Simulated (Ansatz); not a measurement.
# AuBrH2O: how energies converge with the basis set

The task here is to estimate one member of a computed series from the others.

Computed with Ansatz 0.2.0, Gaussian basis. Level: one geometry, several basis sets.

The runs, in order: PBE0-D4/def2-SVP; ωB97M-V/def2-SVP; PBE0-D4/def2-QZVPP; ωB97M-V/def2-QZVPP; the functionals' def2-TZVPP values are taken from earlier runs.

1 further run of the same task is left out (for a known fault of the program).

### The geometry

The geometry comes from an earlier relaxation with PBE0-D4 in a triple-zeta def2 set; it is a stationary point. Au takes the def2 core potential; no spin-orbit term is included.

SMILES `[OH2+][Au-][Br]`, 5 atoms, charge 0, spin multiplicity 1.

Atoms are counted from 1 here; the program's logs count them from 0.

Bond lengths: O1–Au2 2.165 Å, O1–H4 0.963 Å, O1–H5 0.963 Å, Au2–Br3 2.341 Å. Angles: Au2–O1–H4 111.7°, Au2–O1–H5 111.7°, H4–O1–H5 107.0°, O1–Au2–Br3 179.8°.

The first run:

The input, in.yaml:

```yaml
crystal:
  periodic: [false, false, false]
  atoms:
    - {symbol: O, position_ang: [-0.767499, 0.823561, -0.430330]}
    - {symbol: Au, position_ang: [0.756443, -0.410401, 0.488493]}
    - {symbol: Br, position_ang: [2.407266, -1.738220, 1.485138]}
    - {symbol: H, position_ang: [-1.651967, 0.563212, -0.152223]}
    - {symbol: H, position_ang: [-0.744233, 0.761857, -1.391088]}
basis:
  gaussian: {orbitals: def2-SVP}
hamiltonian: {xc: pbe0, dispersion: d4}
output: {orbitals: {seedname: orbitals}}
```

Command:

```bash
$ ansatz run in.yaml --threads 2 --pin off --events-out ev --progress --plain --max-ram 32768MiB --backend cpu
```

Among the steps run: PBE0-D4 in def2-SVP; ωB97M-V in def2-SVP; PBE0-D4 in def2-QZVPP; ωB97M-V in def2-QZVPP.

One table of the session follows, with a row left open; its other results are not shown here.

It belongs to the step «Density functionals: the series». 

```
functional       basis  HOMO (eV)  LUMO (eV)
   PBE0-D4    def2-SVP      -6.71      -1.40
   PBE0-D4  def2-TZVPP      -6.86      -1.68
   PBE0-D4  def2-QZVPP      -6.88      -1.81
   ωB97M-V    def2-SVP          ?          ?
   ωB97M-V  def2-TZVPP      -9.03      -0.02
   ωB97M-V  def2-QZVPP      -9.06      -0.45
```

Q: Estimate the row for ωB97M-V, def2-SVP from the others.

As computed: HOMO (eV): -8.86; LUMO (eV): 0.38. In the column «HOMO (eV)» it lies between ωB97M-V, def2-TZVPP (-9.03) and PBE0-D4, def2-QZVPP (-6.88).
